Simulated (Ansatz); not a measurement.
# Sr3Y4P4: the cost of one run

All numbers below are computed with Ansatz 0.2.0 (DFT, r2SCAN, no spin polarisation, plane waves, PAW).

## (1) The structure

It takes space group Immm (No. 71, orthorhombic). Conventional cell: a = 4.945 Å, b = 7.600 Å, c = 16.051 Å, α = 90.00°, β = 90.00°, γ = 90.00°. Around Sr (site symmetry mmm) lie 6 P at 3.40 to 3.43 Å. Around P (site symmetry m2m) lie 1 P at 2.86 Å and 2 Y at 3.03 Å and 6 Sr at 3.43 to 3.55 Å. P (site symmetry mm2) is surrounded by 6 Y at 2.91 to 2.92 Å and 3 Sr at 3.40 to 3.53 Å. Sr (site symmetry mm2) has 6 Y at 3.36 to 3.50 Å and 6 P at 3.53 to 3.55 Å as nearest neighbours. Around Y (site symmetry m) lie 1 Y at 2.89 Å and 4 P at 2.91 to 3.03 Å.

As a file:

```cif
data_structure
_symmetry_space_group_name_H-M 'P 1'
_symmetry_Int_Tables_number 1
_cell_length_a 4.9449
_cell_length_b 7.5998
_cell_length_c 9.2173
_cell_angle_alpha 114.347
_cell_angle_beta 74.440
_cell_angle_gamma 90.000
_cell_volume 301.60
loop_
_atom_site_label
_atom_site_type_symbol
_atom_site_fract_x
_atom_site_fract_y
_atom_site_fract_z
_atom_site_occupancy
Sr1 Sr 0.50000 0.00000 0.00000 1
P1 P 0.00000 0.31200 0.00000 1
P2 P 0.00000 0.68800 0.00000 1
P3 P 0.28800 0.21200 0.42400 1
P4 P 0.71200 0.78800 0.57600 1
Sr2 Sr 0.36900 0.63100 0.26200 1
Sr3 Sr 0.63100 0.36900 0.73800 1
Y1 Y 0.82000 0.37000 0.36000 1
Y2 Y 0.18000 0.01000 0.64000 1
Y3 Y 0.82000 0.99000 0.36000 1
Y4 Y 0.18000 0.63000 0.64000 1
```

The run starts from a saved solution of this cell (checkpoint.read), perhaps found on another mesh.

## (2) Self-consistent run

Contents of input.yaml:

```yaml
crystal:
  lattice:
    - [0.0, 4.944925, 0.0]
    - [0.0, 0.0, 7.599782]
    - [8.02537, 2.472462, -3.799891]
  atoms:
    - { symbol: Sr, position: [0.5, 0.0, 0.0] }
    - { symbol: P, position: [0.0, 0.312, 0.0] }
    - { symbol: P, position: [0.0, 0.688, 0.0] }
    - { symbol: P, position: [0.288, 0.212, 0.424] }
    - { symbol: P, position: [0.712, 0.788, 0.576] }
    - { symbol: Sr, position: [0.369, 0.631, 0.262] }
    - { symbol: Sr, position: [0.631, 0.369, 0.738] }
    - { symbol: "Y", position: [0.82, 0.37, 0.36] }
    - { symbol: "Y", position: [0.18, 0.01, 0.64] }
    - { symbol: "Y", position: [0.82, 0.99, 0.36] }
    - { symbol: "Y", position: [0.18, 0.63, 0.64] }
  symmetry: { tolerance: 0.0003 }
kpoints:
  mp_grid: { grid: [6, 6, 6], shift: [0, 0, 0] }
  band_path:
    path:
      - [0.0, 0.0, 0.0]
      - [0.0, 0.0, 0.5]
      - [0.45254311, 0.0, 0.72627155]
      - [0.54745689, 0.0, 0.27372845]
      - [0.0, 0.0, 0.0]
      - [0.0, 0.61209395, -0.30604697]
      - [0.0, 0.38790605, 0.30604697]
      - [0.0, 0.0, 0.5]
      - [0.0, 0.0, 0.0]
      - [0.5, 0.0, 0.5]
      - [0.5, 0.5, 0.25]
    npoints: 7
magnetization:
  spin_polarized: false
scf:
  occupations: { method: fermi_dirac, width: 0.0739 }
  lower_state_search: "off"
  max_iter: 200
hamiltonian:
  pseudopotentials: { kind: paw }
  xc: r2scan
basis:
  ecutwfc: 500
  fft_grid_basis: typed
output:
  forces: true
  stress: true
  eigenvalues: true
  bader: true
  populations: true
  elf: true
  write_potential: true
  volumetric_format: npy
  dos:
    e_range: [-12, 8]
    de: 0.05
    projected: { site_lists: { P: [P], Sr: [Sr], "Y": ["Y"] } }
  write_density: true
checkpoint:
  read: saved_state
```

The run is started by

```console
ansatz run input.yaml --threads 1 --pin off --max-ram 2560MiB --backend cpu --events-out ev --progress --plain --runs-dir out
```

Q: Estimate wall time and peak memory on 1 thread of Arm Neoverse V1, shared host.

About 5.1 min, with a peak of 1.7 GiB.
